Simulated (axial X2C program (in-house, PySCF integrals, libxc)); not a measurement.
# YGe: from the state search to constants

What are the state, bond length, wavenumber and bond energy of YGe, and what does spin–orbit coupling change?

Program: an in-house X2C program for linear molecules on PySCF integrals. Level of theory: all-electron X2C, Y dyall-cv3z, Ge dyall-cv3z. These are calculated values, not measurements.

## Step 1: The job

task.json

```json
{"zs": [39, 32], "q": 0, "bas": ["dyall-cv3z", "dyall-cv3z"], "levels": ["PBE0", "HF", "PBEsol"], "cc": true, "r0": 2.84, "thr": -1.0, "nmax": 90, "npts": 10, "nst": 2, "ntry": 6}
```

Keys: zs atomic numbers; q charge; bas basis sets; levels methods (HF also brings MP2); cc coupled cluster on or off; r0 starting distance in Å; thr threshold in hartree for freezing inner shells (an s shell follows its p shell); nmax most natural virtual spinors; npts points asked for on the curve; nst determinants followed; ntry starts of the search.

On the command line:

```console
$ python so2c.py task.json out
```

Spin-free means the one-electron spin-free X2C Hamiltonian; two-component (2c) means X2C with spin–orbit coupling and atomic mean-field two-electron Coulomb and Gaunt terms. Basis: Y dyall-cv3z contracted to [11s12p9d6f3g], Ge dyall-cv3z contracted to [9s9p7d4f1g]; Gaussian nuclei, density fitting. Masses: Y 88.906 u, Ge 73.921 u.

Notation: σ, π±, δ± give the projection m of an orbital's angular momentum (0, ±1, ±2), α and β its spin, Λ and M_S the sums; ω is the projection of a spinor's total angular momentum and Ω the sum. Logs are in hartree.

The results follow Hamiltonian by Hamiltonian and level by level.

## Step 2: State search with PBE0

PBE0 moves the distance from 2.840 Å to 2.716 Å and compares determinants there.

Spin-free determinants:

```json
{"ΔE (eV)": "0.00", "state": "M_S = 3/2, Λ = 0", "open shells": "beyond closed shells: σα, π+α, π-α"}
{"ΔE (eV)": "0.18", "state": "M_S = 1/2, Λ = 0", "open shells": "beyond closed shells: σβ, π+α, π-α"}
{"ΔE (eV)": "0.72", "state": "M_S = 1/2, Λ = 0", "open shells": "beyond closed shells: σα, π+β, π-α"}
{"ΔE (eV)": "0.79", "state": "M_S = 3/2, Λ = 1", "open shells": "beyond closed shells: 2 × σα, π+α, π+β, π-α"}
{"ΔE (eV)": "0.87", "state": "M_S = 5/2, Λ = 2", "open shells": "beyond closed shells: 2 × σα, π+α, π-α, δ+α"}
```

Two-component determinants:

```json
{"ΔE (eV)": "0.00", "state": "Ω = 3/2", "open shells": "excess of +ω over −ω: ω = 3/2"}
{"ΔE (eV)": "0.18", "state": "Ω = 1/2", "open shells": "excess of +ω over −ω: 2 × ω = -1/2, ω = 3/2"}
```

## Step 3: PBE0, spin-free

State followed: M_S = 3/2, Λ = 0 (beyond closed shells: σα, π+α, π-α). The scan is laid around 2.716 Å, a first estimate of the minimum, and this SCF restarts from the orbitals of the search.

Output at 2.716 Å:

```text
spin-free X2C-1e  PBE0
basis functions 269  fitting functions 1351  grid points 5801
iter        total energy     max residual
   1      -5483.261017995     1.83e-05
   2      -5483.261018022     1.42e-05
   3      -5483.261018036     1.09e-05
   4      -5483.261018047     7.61e-06
   5      -5483.261018053     3.96e-06
   6      -5483.261018054     9.72e-07
converged
one-electron -8085.13743629  Coulomb 2548.81271083  exact exchange -46.73037299  xc functional -143.36245834  nuclear repulsion 243.15653874
```

Along the bond, energies from the lowest point:

| R (Å) | E (eV) | μ (D) | HOMO (eV) | LUMO (eV) | iterations |
| --- | --- | --- | --- | --- | --- |
| 2.363 | 0.6606 | -2.79 | -4.47 | -2.72 | 16 |
| 2.472 | 0.2701 | -2.90 | -4.56 | -2.59 | 16 |
| 2.553 | 0.1046 | -2.93 | -4.62 | -2.51 | 15 |
| 2.635 | 0.0210 | -2.95 | -4.68 | -2.44 | 15 |
| 2.716 | 0.0000 | -2.96 | -4.70 | -2.38 | 6 |
| 2.811 | 0.0347 | -2.98 | -4.74 | -2.33 | 16 |
| 2.906 | 0.1146 | -3.00 | -4.77 | -2.34 | 15 |
| 3.028 | 0.2614 | -3.08 | -4.82 | -2.34 | 16 |
| 3.178 | 0.4786 | -3.24 | -4.87 | -2.43 | 16 |
| 3.395 | 0.8205 | -3.60 | -4.84 | -2.56 | 17 |

Dipoles are positive if Ge is the positive end.

Outer orbitals at the reference distance:

| symmetry | occupied | ε (eV) | atomic character |
| --- | --- | --- | --- |
| δ-α | yes | -31.87 | 100% Ge d |
| δ+α | yes | -31.87 | 100% Ge d |
| σα | yes | -31.82 | 97% Ge d, 3% Y p |
| π+α | yes | -31.80 | 100% Ge d |
| π-α | yes | -31.80 | 100% Ge d |
| δ+β | yes | -31.73 | 100% Ge d |
| δ-β | yes | -31.73 | 100% Ge d |
| σβ | yes | -31.68 | 99% Ge d |
| π-β | yes | -31.67 | 100% Ge d |
| π+β | yes | -31.67 | 100% Ge d |
| π+α | yes | -30.76 | 100% Y p |
| π-α | yes | -30.76 | 100% Y p |
| σα | yes | -30.71 | 95% Y p, 4% Ge d |
| π-β | yes | -30.38 | 100% Y p |
| π+β | yes | -30.38 | 100% Y p |
| σβ | yes | -29.90 | 97% Y p |
| σα | yes | -13.28 | 66% Ge s, 11% Y p, 10% Y d |
| σβ | yes | -11.29 | 67% Ge s, 10% Y d, 9% Y p |
| σα | yes | -5.91 | 62% Ge p, 22% Y s, 7% Y d |
| π+α | yes | -5.41 | 55% Ge p, 29% Y d, 8% Y p |
| π-α | yes | -5.41 | 55% Ge p, 29% Y d, 8% Y p |
| σβ | yes | -4.74 | 53% Y s, 31% Ge p, 10% Y p |
| σα | yes | -4.70 | 46% Y s, 42% Y d, 6% Ge p |
| π-β | no | -2.38 | 47% Y d, 44% Ge p, 5% Y p |
| π+β | no | -2.38 | 47% Y d, 44% Ge p, 5% Y p |
| σβ | no | -2.32 | 34% Y d, 30% Ge p, 24% Y s |
| δ+α | no | -2.09 | 99% Y d |

PBE0 fields in the half plane through the axis: z from -2.4 to 5.1 Å across, distance from the axis 0.15 to 2.25 Å upwards; Y lies at z = 0 and Ge at z = 2.716 Å; the ELF is damped to zero where the density is low.

log10 density (e/bohr³). Ten even steps from '0' (-4.13 ) to '9' (1.57 ):
```
11112222222222222222111000
11222223332222222222221100
12222333333333333333322110
12223334443333344443332211
22233344544444444444433221
22333456665444455555443321
22334566766544556775543321
22334568986555568986544322
```

ELF. Ten even steps from ' ' (0.00 ) to '@' (0.88 ):
```
..--**%%@@@@@@%%##**++==----------------::..        
--**%%@@@@%%####**++======++++++++++++++++==::..    
**%%%%%%**==------::::--++**##############**++--..  
%%%%%%**--............::++##%%######%%%%%%%%##++--  
@@@@##--....::==++==....==##%%##++++**##@@@@%%##++::
@@@@**::..::**%%@@%%++::--####==::::::==%%@@@@%%**--
@@@@**::::**@@==::==%%==--##++::==##==::++@@@@@@##==
@@@@**--==%%%%++==++##**==##==::%%::%%--==@@@@@@%%++
```

Re = 2.707 Å, ωe = 222.0 cm⁻¹, ωexe = 0.569 cm⁻¹, Be = 0.05698 cm⁻¹, De = 2.46 eV, μ = -2.96 D.

## Step 4: HF, spin-free

Output at 2.716 Å:

```text
spin-free X2C-1e  HF
basis functions 269  fitting functions 1351  grid points 5801
iter        total energy     max residual
   1      -5480.089678671     3.12e-01
   2      -5480.129536776     7.47e-03
   3      -5480.134613587     6.96e-03
   4      -5480.136714502     3.91e-03
   5      -5480.138997159     3.27e-03
   6      -5480.141264564     1.89e-03
   7      -5480.141953602     1.48e-03
   8      -5480.142228067     1.00e-03
   9      -5480.142376841     4.71e-04
  10      -5480.142396956     2.51e-04
  11      -5480.142406441     1.55e-04
  12      -5480.142408354     6.66e-05
  13      -5480.142408630     2.27e-05
  14      -5480.142408693     1.32e-05
  15      -5480.142408710     8.57e-06
  16      -5480.142408714     5.65e-06
  17      -5480.142408716     2.90e-06
converged
one-electron -8083.01821308  Coulomb 2546.80841426  exact exchange -187.08914864  xc functional 0.00000000  nuclear repulsion 243.15653874
```

Re = 2.825 Å, ωe = 195.9 cm⁻¹, ωexe = 0.49 cm⁻¹, Be = 0.05232 cm⁻¹, De = 1.75 eV, μ = -1.53 D. ⟨S²⟩ = 4.24 against 3.75 for a pure state, so this determinant mixes spins.

## Step 5: PBEsol, spin-free

Output at 2.716 Å:

```text
spin-free X2C-1e  PBEsol
basis functions 269  fitting functions 1351  grid points 5801
iter        total energy     max residual
   1      -5479.586933093     1.12e-01
   2      -5479.590809283     1.39e-02
   3      -5479.540882294     4.00e-02
   4      -5479.585047431     2.02e-02
   5      -5479.595070999     2.81e-03
   6      -5479.595277545     8.35e-04
   7      -5479.595304124     1.55e-04
   8      -5479.595305505     9.27e-05
   9      -5479.595305852     1.02e-04
  10      -5479.595306107     1.12e-05
  11      -5479.595306115     3.74e-06
  12      -5479.595306117     7.50e-07
converged
one-electron -8084.98628836  Coulomb 2548.58482638  exact exchange 0.00000000  xc functional -186.35038287  nuclear repulsion 243.15653874
```

Re = 2.692 Å, ωe = 224.9 cm⁻¹, ωexe = 0.55 cm⁻¹, Be = 0.05765 cm⁻¹, De = 2.95 eV, μ = -3.08 D.

## Step 6: Correlated methods, spin-free

Correlated methods: 7 electrons correlated (frozen shells, counted by type: Y 4 s, 3 p, 1 d; Ge 3 s, 2 p, 1 d), 347 virtual spinors in MP2, 90 natural virtuals in coupled cluster.

Output of the correlated part at 2.716 Å:

```text
correlated 7  virtual 347  natural virtual 90  E(MP2) -0.097835288  MP2 remainder -0.003687035
iter   CCSD correlation   residual
   1     -0.108786808   1.38e-01
   2     -0.115799202   7.28e-02
   3     -0.117744069   4.03e-02
   4     -0.119033963   2.49e-02
   5     -0.119601204   1.28e-02
   6     -0.119820080   5.37e-03
   7     -0.119842361   2.38e-03
   8     -0.119830767   1.15e-03
   9     -0.119831997   6.09e-04
  10     -0.119833142   3.49e-04
  11     -0.119835170   1.70e-04
  12     -0.119834731   8.59e-05
  13     -0.119835126   4.43e-05
  14     -0.119835447   2.37e-05
  15     -0.119835796   1.27e-05
  16     -0.119835863   5.84e-06
  17     -0.119835877   3.08e-06
(T) -0.006912621  T1 0.0944  D1 0.1962  max T2 0.125
```

T1 in the output is the amplitude norm over the root of the electron number; divide by √2 for the Lee–Taylor value.

MP2: No constants are quoted: the reference is strongly spin-contaminated.

CCSD: Re = 2.798 Å, ωe = 206.6 cm⁻¹, ωexe = 0.469 cm⁻¹, Be = 0.05335 cm⁻¹, De = 2.14 eV. T1 at Re = 0.066 (Lee–Taylor, the printed value over √2).

CCSD(T): Re = 2.795 Å, ωe = 208.0 cm⁻¹, ωexe = 0.467 cm⁻¹, Be = 0.05347 cm⁻¹, De = 2.24 eV. T1 at Re = 0.066 (Lee–Taylor, the printed value over √2).

## Step 7: A higher determinant, spin-free

State: M_S = 1/2, Λ = 0 (beyond closed shells: σβ, π+α, π-α).

Output at the reference distance:

```text
spin-free X2C-1e  PBE0
basis functions 269  fitting functions 1351  grid points 5801
iter        total energy     max residual
   1      -5483.254401032     3.23e-06
   2      -5483.254401034     2.54e-06
converged
one-electron -8085.88834444  Coulomb 2549.58097375  exact exchange -46.73046749  xc functional -143.37310161  nuclear repulsion 243.15653874
```

```
R (Å)  E above the lowest PBE0 point (eV)
2.363                               0.822
2.472                               0.432
2.553                               0.270
2.635                               0.193
2.716                               0.180
2.811                               0.227
2.906                               0.322
3.028                               0.490
3.178                               0.731
```

Re = 2.693 Å, ωe = 232.9 cm⁻¹, ωexe = 0.552 cm⁻¹, Be = 0.05761 cm⁻¹, μ = -4.35 D. ⟨S²⟩ = 1.77 against 0.75 for a pure state, so this determinant mixes spins. Te = 0.18 eV.

## Step 8: The spin-free curves together

Energy (eV) of the followed determinant, spin-free, from each level's lowest point:

| R (Å) | PBE0 | HF | MP2 (spin-contaminated) | CCSD | CCSD(T) | PBEsol |
| --- | --- | --- | --- | --- | --- | --- |
| 2.363 | 0.661 | 1.049 | 0.969 | n/a | n/a | 0.602 |
| 2.472 | 0.270 | 0.537 | 0.475 | 0.489 | 0.484 | 0.234 |
| 2.553 | 0.105 | 0.288 | 0.241 | 0.250 | 0.246 | 0.083 |
| 2.635 | 0.021 | 0.128 | 0.096 | 0.101 | 0.098 | 0.011 |
| 2.716 | 0.000 | 0.038 | 0.020 | 0.023 | 0.021 | 0.000 |
| 2.811 | 0.035 | 0.000 | 0.000 | 0.000 | 0.000 | 0.045 |
| 2.906 | 0.115 | 0.016 | 0.035 | 0.032 | 0.034 | 0.133 |
| 3.028 | 0.261 | 0.094 | 0.136 | 0.131 | 0.136 | 0.290 |
| 3.178 | 0.479 | 0.243 | 0.316 | n/a | n/a | 0.516 |
| 3.395 | 0.820 | 0.512 | 0.631 | n/a | n/a | 0.867 |

[end of part 1 of 2]
